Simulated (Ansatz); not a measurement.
# Ge7I: the cost of one run

Method: DFT PBE, scalar-relativistic, plane waves, PAW, in Ansatz 0.2.0.

2 further runs of the same task are left out: 1 that didn't finish, 1 set aside as unsound or not needed.

## Step 1: The system as given

The structure is cubic, space group Fm-3m (No. 225). The conventional cell has a = 9.027 Å, b = 9.027 Å, c = 9.027 Å, α = 90.00°, β = 90.00°, γ = 90.00°. Around Ge (site symmetry m-3m) lie 12 Ge at 3.19 Å. Ge (site symmetry mmm) is surrounded by 10 Ge at 3.19 Å and 2 I at 3.19 Å. Around I (site symmetry m-3m) lie 12 Ge at 3.19 Å.

As a file:

```cif
data_structure
_symmetry_space_group_name_H-M 'Fm-3m'
_symmetry_Int_Tables_number 225
_cell_length_a 9.0267
_cell_length_b 9.0267
_cell_length_c 9.0267
_cell_angle_alpha 90.000
_cell_angle_beta 90.000
_cell_angle_gamma 90.000
_cell_volume 735.50
loop_
_atom_site_label
_atom_site_type_symbol
_atom_site_symmetry_multiplicity
_atom_site_Wyckoff_symbol
_atom_site_fract_x
_atom_site_fract_y
_atom_site_fract_z
_atom_site_occupancy
Ge1 Ge 4 b 0.50000 0.00000 0.00000 1
Ge2 Ge 24 d 0.25000 0.25000 0.00000 1
I1 I 4 a 0.00000 0.00000 0.00000 1
```

A structure generator made this guess: species swapped into a database cell of LiPd7 (Fm-3m, No. 225), with I on the Li sites and Ge on the Pd sites. Its size is a rough estimate.

## Step 2: Probe: one point on a coarse mesh

Contents of input.yaml:

```yaml
crystal:
  lattice:
    - [0.0, 4.51333722, 4.51333722]
    - [4.51333722, 0.0, 4.51333722]
    - [4.51333722, 4.51333722, 0.0]
  atoms:
    - { symbol: Ge, position: [0.5, 0.5, 0.5] }
    - { symbol: Ge, position: [0.0, 0.0, 0.5] }
    - { symbol: Ge, position: [0.5, 0.0, 0.5] }
    - { symbol: Ge, position: [0.0, 0.5, 0.5] }
    - { symbol: Ge, position: [0.5, 0.5, 0.0] }
    - { symbol: Ge, position: [0.0, 0.5, 0.0] }
    - { symbol: Ge, position: [0.5, 0.0, 0.0] }
    - { symbol: I, position: [0.0, 0.0, 0.0] }
basis:
  ecutwfc: 420
kpoints:
  mp_grid: { grid: [4, 4, 4] }
hamiltonian:
  xc: pbe
scf:
  occupations: { method: gaussian, width: 0.1 }
  lower_state_search: "off"
output:
  forces: true
  stress: true
  eigenvalues: true
```

Launch:

```sh
$ ansatz run input.yaml --threads 1 --pin off --max-ram 2048MiB --backend cpu --events-out ev --progress --plain --runs-dir out
```

What time and memory should one allow on 1 thread of Arm Neoverse V1, shared host?

About 7.9 s, with a peak of 0.45 GiB.
